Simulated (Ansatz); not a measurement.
Crystal: Cu3O2.

```
Cu O
1.0
    -2.02298    2.02298    3.67362
     2.02298   -2.02298    3.67362
     2.02298    2.02298   -3.67362
Cu O
3 2
Direct
  0.00000 0.00000 0.00000
  0.75000 0.25000 0.50000
  0.25000 0.75000 0.50000
  0.50000 0.00000 0.50000
  0.00000 0.50000 0.50000
```

The cell comes from a database or a generator and needn't be the stable form of this composition.

```yaml
Program: Ansatz 0.2.0
Task: relaxation of cell and atoms
Functional: r2SCAN
Potentials_or_basis: Ansatz PAW
Cutoff: "500 eV (not typed: the program's choice for these potentials)"
k_mesh: 9 × 9 × 9
Occupations: fermi-dirac, width 0.05 eV
Spin: no spin polarisation
```

At the start: volume 12.03 Å³/atom.

Question: Where does the relaxation end?

Answer: It ends after 5 steps and the volume is 11.59 Å³/atom (-3.6 %); space group I4/mmm (No. 139, to 0.05 Å).

Step by step:
```csv
step,energy change (eV),largest force (eV/Å),volume (Å³)
1,0.0000,0.0000,60.14
2,-0.0227,0.0000,59.11
3,-0.0324,0.0000,57.88
4,-0.0324,0.0000,57.96
5,-0.0306,0.0000,57.96
```

Final structure:
```yaml
crystal:
  lattice:
    - [-1.99479, 1.99479, 3.64169]
    - [1.99479, -1.99479, 3.64169]
    - [1.99479, 1.99479, -3.64169]
  atoms:
    - { symbol: Cu, position: [0.00000, 0.00000, 0.00000] }
    - { symbol: Cu, position: [0.75000, 0.25000, 0.50000] }
    - { symbol: Cu, position: [0.25000, 0.75000, 0.50000] }
    - { symbol: O, position: [0.50000, 0.00000, 0.50000] }
    - { symbol: O, position: [0.00000, 0.50000, 0.50000] }
```

Caveat: the plane-wave basis is chosen anew once the cell has moved, so the energies of steps on either side of that aren't comparable; an odd number of electrons without spin polarisation forces a metal; a magnetic or distorted state may lie lower; the run has no spin polarisation, though such a crystal can be magnetic; the PAW data sets come from PBE, with cores solved anew for the run's functional, which leaves a small shift of forces and pressure.
